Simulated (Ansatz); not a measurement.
# HfV2: the cost of one run

Method: DFT PBEsol, scalar-relativistic, plane waves, PAW, in Ansatz 0.2.0.

2 further runs of the same task are left out: 2 set aside as unsound or not needed.

### Step 1. The structure to begin with

Symmetry: Fd-3m, No. 227, cubic system. The conventional cell has a = 7.218 Å, b = 7.218 Å, c = 7.218 Å, α = 90.00°, β = 90.00°, γ = 90.00°. Hf (site symmetry -43m) is surrounded by 12 V at 2.99 Å and 4 Hf at 3.13 Å. V (site symmetry -3m) is surrounded by 6 V at 2.55 Å and 6 Hf at 2.99 Å.

Structure file:

```
CELL_PARAMETERS angstrom
0.00000 3.60894 3.60894
3.60894 0.00000 3.60894
3.60894 3.60894 0.00000
ATOMIC_POSITIONS crystal
Hf 0.00000 0.00000 0.00000
Hf 0.25000 0.25000 0.25000
V 0.62500 0.62500 0.62500
V 0.12500 0.62500 0.62500
V 0.62500 0.62500 0.12500
V 0.62500 0.12500 0.62500
```

It is the result of an earlier relaxation at this level (volume 15.67 Å³/atom; gap on the mesh: none (metal)).

### Step 2. Electronic structure at the relaxed geometry

input.yaml

```yaml
crystal:
  lattice:
    - [0.0, 3.608937065, 3.608937065]
    - [3.608937065, 0.0, 3.608937065]
    - [3.608937065, 3.608937065, 0.0]
  atoms:
    - { symbol: Hf, position: [0.0, 0.0, 0.0] }
    - { symbol: Hf, position: [0.25, 0.25, 0.25] }
    - { symbol: V, position: [0.625, 0.625, 0.625] }
    - { symbol: V, position: [0.125, 0.625, 0.625] }
    - { symbol: V, position: [0.625, 0.625, 0.125] }
    - { symbol: V, position: [0.625, 0.125, 0.625] }
basis:
  ecutwfc: 420
kpoints:
  mp_grid: { grid: [8, 8, 8] }
  band_path:
    path:
      - [[0.0, 0.0, 0.0], [0.5, 0.0, 0.5], [0.625, 0.25, 0.625]]
      - [[0.375, 0.375, 0.75], [0.0, 0.0, 0.0], [0.5, 0.5, 0.5], [0.5, 0.25, 0.75], [0.5, 0.0, 0.5]]
    npoints: 14
hamiltonian:
  xc: pbesol
scf:
  occupations: { method: gaussian, width: 0.1 }
  n_extra_bands: 15
output:
  forces: true
  stress: true
  eigenvalues: true
  populations: true
  dos: { projected: true, de: 0.02, nscf_kmesh: { grid: [12, 12, 12] } }
  bader: true
```

Command:

```bash
$ ansatz run input.yaml --threads 2 --pin off --max-ram 5120MiB --backend cpu --events-out ev --progress --plain --runs-dir out
```

Q: Estimate wall time and peak memory on 2 threads of Intel Xeon Platinum 8259CL at 2.50GHz (Skylake/Cascade Lake), shared host.

About 36 s, with a peak of 0.67 GiB.
